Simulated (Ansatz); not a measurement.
# AlAsH₃SN: basis-set convergence

Aim: see how fast density functionals converge with the basis set for AlAsH₃SN.

Method: one geometry, several basis sets; program: Ansatz 0.2.0, Gaussian basis.

Levels to be run: PBE0-D4/def2-SVP; ωB97M-V/def2-SVP; PBE0-D4/def2-QZVPP; ωB97M-V/def2-QZVPP; the functionals' def2-TZVPP values are taken from earlier runs.

### 1 The relaxed structure

The geometry comes from an earlier relaxation with PBE0-D4 in a triple-zeta def2 set; it is a stationary point, not always the lowest conformer.

SMILES `N[As]1[AlH][S]1`, 7 atoms, charge 0, spin multiplicity 1.

Atoms are counted from 1 here; the program's logs count them from 0.

Bond lengths: N1–As2 1.839 Å, N1–H5 1.011 Å, N1–H6 1.009 Å, As2–Al3 2.396 Å, As2–S4 2.402 Å, Al3–S4 2.126 Å, Al3–H7 1.572 Å. Angles: As2–N1–H5 112.9°, As2–N1–H6 119.1°, H5–N1–H6 110.0°, N1–As2–Al3 104.0°, N1–As2–S4 106.6°, Al3–As2–S4 52.6°, As2–Al3–S4 63.8°, As2–Al3–H7 154.9°, S4–Al3–H7 141.2°, As2–S4–Al3 63.6°.

### 2 PBE0-D4 in def2-SVP

Input file in.yaml:

```yaml
crystal:
  periodic: [false, false, false]
  atoms:
    - {symbol: N, position_ang: [-0.888890, 1.340933, 0.303197]}
    - {symbol: As, position_ang: [0.134717, 0.680599, -1.074053]}
    - {symbol: Al, position_ang: [1.370470, -1.108881, -0.069047]}
    - {symbol: S, position_ang: [-0.333461, -1.671251, -1.208521]}
    - {symbol: H, position_ang: [-1.828582, 1.578301, 0.016017]}
    - {symbol: H, position_ang: [-0.912327, 0.842283, 1.180093]}
    - {symbol: H, position_ang: [2.519173, -1.729884, 0.806712]}
basis:
  gaussian: {orbitals: def2-SVP}
hamiltonian: {xc: pbe0, dispersion: d4}
output: {orbitals: {seedname: orbitals}}
```

Launch:

```sh
ansatz run in.yaml --threads 2 --pin off --events-out ev --progress --plain --max-ram 4352MiB
```

Further steps of the session: ωB97M-V in def2-SVP; PBE0-D4 in def2-QZVPP; ωB97M-V in def2-QZVPP.

Before running them: what should the planned runs give, taken together? Wanted: PBE0-D4: double and triple zeta above quadruple; ωB97M-V: double and triple zeta above quadruple.

**Answer**, as computed:

| quantity | value |
| --- | --- |
| PBE0-D4: double and triple zeta above quadruple | 17.46, 1.92 eV |
| ωB97M-V: double and triple zeta above quadruple | 17.39, 1.86 eV |

In words: For PBE0-D4 the step from double to triple zeta gains 15.54 eV and the next only 1.92 eV. These are total energies; as a rule much of such shifts cancels in differences, which this series doesn't test.
